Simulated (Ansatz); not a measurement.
# C8H4N2: the cost of one run

The runs use Ansatz 0.2.0, Gaussian basis; r2SCAN/def2-SVP with D3(BJ) with three-body dispersion.

### 1 The relaxed structure

The structure was relaxed beforehand with PBE0-D4 in a triple-zeta def2 set.

SMILES `N#Cc1ccccc1C#N`, 14 atoms, charge 0, spin multiplicity 1.

Atoms are counted from 1 here; the program's logs count them from 0.

Bond lengths: N1–C2 1.151 Å, C2–C3 1.425 Å, C3–C4 1.392 Å, C3–C8 1.404 Å, C4–C5 1.384 Å, C4–H11 1.083 Å, C5–C6 1.388 Å, C5–H12 1.083 Å, C6–C7 1.384 Å, C6–H13 1.083 Å, C7–C8 1.392 Å, C7–H14 1.083 Å, C8–C9 1.425 Å, C9–N10 1.151 Å. Angles: N1–C2–C3 178.7°, C2–C3–C4 119.5°, C2–C3–C8 120.8°, C4–C3–C8 119.7°, C3–C4–C5 120.1°, C3–C4–H11 119.1°, C5–C4–H11 120.8°, C4–C5–C6 120.2°, C4–C5–H12 119.6°, C6–C5–H12 120.1°, C5–C6–C7 120.2°, C5–C6–H13 120.1°, C7–C6–H13 119.6°, C6–C7–C8 120.1°, C6–C7–H14 120.8°, C8–C7–H14 119.1°, C3–C8–C7 119.7°, C3–C8–C9 120.8° and more.

Geometry (Å):

```mol
C8H4N2
  3D, bonds by distance, orders not assigned

 14 14  0  0  0  0  0  0  0  0999 V2000
    1.3037   -2.7784    1.7384 N   0  0
    0.8274   -1.9094    1.1530 C   0  0
    0.2125   -0.8532    0.4197 C   0  0
   -0.9941   -1.0841   -0.2345 C   0  0
   -1.6013   -0.0671   -0.9498 C   0  0
   -1.0117    1.1870   -1.0190 C   0  0
    0.1877    1.4297   -0.3731 C   0  0
    0.8089    0.4154    0.3498 C   0  0
    2.0440    0.6787    1.0105 C   0  0
    3.0406    0.9166    1.5350 N   0  0
   -1.4454   -2.0662   -0.1741 H   0  0
   -2.5402   -0.2554   -1.4559 H   0  0
   -1.4883    1.9820   -1.5793 H   0  0
    0.6563    2.4043   -0.4205 H   0  0
  1  2  8  0
  2  3  8  0
  3  4  8  0
  4  5  8  0
  5  6  8  0
  6  7  8  0
  7  8  8  0
  8  9  8  0
  9 10  8  0
  4 11  8  0
  5 12  8  0
  6 13  8  0
  7 14  8  0
  3  8  8  0
M  END
```

### 2 The run

Contents of in.yaml:

```yaml
crystal:
  periodic: [false, false, false]
  atoms:
    - {symbol: N, position_ang: [1.303708, -2.778412, 1.738422]}
    - {symbol: C, position_ang: [0.827364, -1.909393, 1.153025]}
    - {symbol: C, position_ang: [0.212489, -0.853242, 0.419709]}
    - {symbol: C, position_ang: [-0.994098, -1.084072, -0.234549]}
    - {symbol: C, position_ang: [-1.601306, -0.067098, -0.949820]}
    - {symbol: C, position_ang: [-1.011693, 1.187005, -1.018976]}
    - {symbol: C, position_ang: [0.187700, 1.429664, -0.373123]}
    - {symbol: C, position_ang: [0.808923, 0.415435, 0.349792]}
    - {symbol: C, position_ang: [2.044023, 0.678725, 1.010466]}
    - {symbol: N, position_ang: [3.040562, 0.916553, 1.534998]}
    - {symbol: H, position_ang: [-1.445439, -2.066161, -0.174128]}
    - {symbol: H, position_ang: [-2.540237, -0.255391, -1.455942]}
    - {symbol: H, position_ang: [-1.488319, 1.982009, -1.579336]}
    - {symbol: H, position_ang: [0.656311, 2.404348, -0.420549]}
basis:
  gaussian: {orbitals: def2-SVP}
hamiltonian: {xc: {name: r2SCAN}, dispersion: d3bjatm}
md: {timestep: 0.5 fs, n_steps: 20, ensemble: nve, temperature: 1500, initial_velocities: maxwell_boltzmann, seed: 606}
```

Started as:

```console
ansatz run in.yaml --threads 2 --pin off --events-out ev --progress --plain --max-ram 32768MiB --backend cpu
```

**Question.** How long does this run take on 2 threads of AMD EPYC 7R13, shared host, and how much memory does it need?

About 1.9 min, with a peak of 0.29 GiB.
